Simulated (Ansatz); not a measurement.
# InSb3: a tetragonal deformation path

This session takes InSb3 and sets out to follow a tetragonal deformation at fixed volume.

Program: Ansatz 0.2.0. Level of theory: DFT PBEsol, scalar-relativistic, plane waves, PAW. These are calculated values, not measurements.

1 further run of the same task is left out (set aside as unsound or not needed). Runs told in other sessions of the task aren't counted.

## Step 1: Starting point

The structure is cubic, space group Pm-3m (No. 221). Conventional cell: a = 4.728 Å, b = 4.728 Å, c = 4.728 Å, α = 90.00°, β = 90.00°, γ = 90.00°. Around In (site symmetry m-3m) lie 12 Sb at 3.34 Å. Sb (site symmetry 4/mmm) is surrounded by 4 In at 3.34 Å and 8 Sb at 3.34 Å.

Coordinates:

```
CELL_PARAMETERS angstrom
4.72824 0.00000 0.00000
0.00000 4.72824 0.00000
0.00000 0.00000 4.72824
ATOMIC_POSITIONS crystal
In 0.00000 0.00000 0.00000
Sb 0.50000 0.00000 0.50000
Sb 0.00000 0.50000 0.50000
Sb 0.50000 0.50000 0.00000
```

It goes back to an entry of the Materials Project, which need not be the stable form.

It is the result of an earlier relaxation at this level (volume 26.43 Å³/atom; gap on the mesh: none (metal)).

## Step 2: The undisturbed cell

input.yaml reads:

```yaml
crystal:
  lattice:
    - [4.7282366893, 0.0, 0.0]
    - [0.0, 4.7282366893, 0.0]
    - [0.0, 0.0, 4.7282366893]
  atoms:
    - { symbol: In, position: [0.0, 0.0, 0.0] }
    - { symbol: Sb, position: [0.5, 0.0, 0.5] }
    - { symbol: Sb, position: [0.0, 0.5, 0.5] }
    - { symbol: Sb, position: [0.5, 0.5, 0.0] }
basis:
  ecutwfc: 420
kpoints:
  mp_grid: { grid: [12, 12, 12] }
hamiltonian:
  xc: pbesol
scf:
  occupations: { method: gaussian, width: 0.15 }
output:
  forces: true
  stress: true
  eigenvalues: true
```

On the command line:

```
> ansatz run input.yaml --threads 1 --pin off --max-ram 2560MiB --backend cpu --events-out ev --progress --plain --runs-dir out
```

## Step 3: The scan: a tetragonal deformation path

At fixed volume and fractional coordinates, lengths along (0.000, 0.000, 1.000) are scaled against those across it; ρ is that ratio over its starting value.

## Step 4: ρ = 0.707

input.yaml: that of step 2 with these lines changed.

```diff
@@ -2,5 +2,5 @@
   lattice:
-    - [4.7282366893, 0.0, 0.0]
-    - [0.0, 4.7282366893, 0.0]
-    - [0.0, 0.0, 4.7282366893]
+    - [5.3075334186, 0.0, 0.0]
+    - [0.0, 5.3075334186, 0.0]
+    - [0.0, 0.0, 3.752426127]
   atoms:
@@ -22 +22,5 @@
   eigenvalues: true
+  write_density: true
+  write_potential: true
+  elf: true
+  volumetric_format: npy
```

## Step 5: At ρ = 1.414

input.yaml: that of step 4 with these lines changed.

```diff
@@ -2,5 +2,5 @@
   lattice:
-    - [5.3075334186, 0.0, 0.0]
-    - [0.0, 5.3075334186, 0.0]
-    - [0.0, 0.0, 3.752426127]
+    - [4.212592066, 0.0, 0.0]
+    - [0.0, 4.212592066, 0.0]
+    - [0.0, 0.0, 5.9566051814]
   atoms:
@@ -22,5 +22 @@
   eigenvalues: true
-  write_density: true
-  write_potential: true
-  elf: true
-  volumetric_format: npy
```

## Step 6: At ρ = 0.850

input.yaml: that of step 5 with these lines changed.

```diff
@@ -2,5 +2,5 @@
   lattice:
-    - [4.212592066, 0.0, 0.0]
-    - [0.0, 4.212592066, 0.0]
-    - [0.0, 0.0, 5.9566051814]
+    - [4.9914443488, 0.0, 0.0]
+    - [0.0, 4.9914443488, 0.0]
+    - [0.0, 0.0, 4.2427276965]
   atoms:
```

## Step 7: At ρ = 1.200

input.yaml: that of step 6 with these lines changed.

```diff
@@ -2,5 +2,5 @@
   lattice:
-    - [4.9914443488, 0.0, 0.0]
-    - [0.0, 4.9914443488, 0.0]
-    - [0.0, 0.0, 4.2427276965]
+    - [4.4494410777, 0.0, 0.0]
+    - [0.0, 4.4494410777, 0.0]
+    - [0.0, 0.0, 5.3393292933]
   atoms:
```

## Step 8: Point ρ = 0.780

input.yaml: that of step 7 with these lines changed.

```diff
@@ -2,5 +2,5 @@
   lattice:
-    - [4.4494410777, 0.0, 0.0]
-    - [0.0, 4.4494410777, 0.0]
-    - [0.0, 0.0, 5.3393292933]
+    - [5.1365045174, 0.0, 0.0]
+    - [0.0, 5.1365045174, 0.0]
+    - [0.0, 0.0, 4.0064735236]
   atoms:
```

## Step 9: ρ = 1.300

input.yaml: that of step 8 with these lines changed.

```diff
@@ -2,5 +2,5 @@
   lattice:
-    - [5.1365045174, 0.0, 0.0]
-    - [0.0, 5.1365045174, 0.0]
-    - [0.0, 0.0, 4.0064735236]
+    - [4.3322956954, 0.0, 0.0]
+    - [0.0, 4.3322956954, 0.0]
+    - [0.0, 0.0, 5.631984404]
   atoms:
```

(Steps that only read results are left out.)

What does the calculation give? Wanted: highest point.

**Answer**, as computed:

| quantity | value |
| --- | --- |
| highest point | 58.6 meV/atom at ρ = 1.414 |

In words: The undisturbed cell is not the lowest point: the energy is 32.2 meV/atom lower at ρ = 0.707. No sampled point inside the path is a dip, apart from those named. The runs treat Sb without spin-orbit coupling.
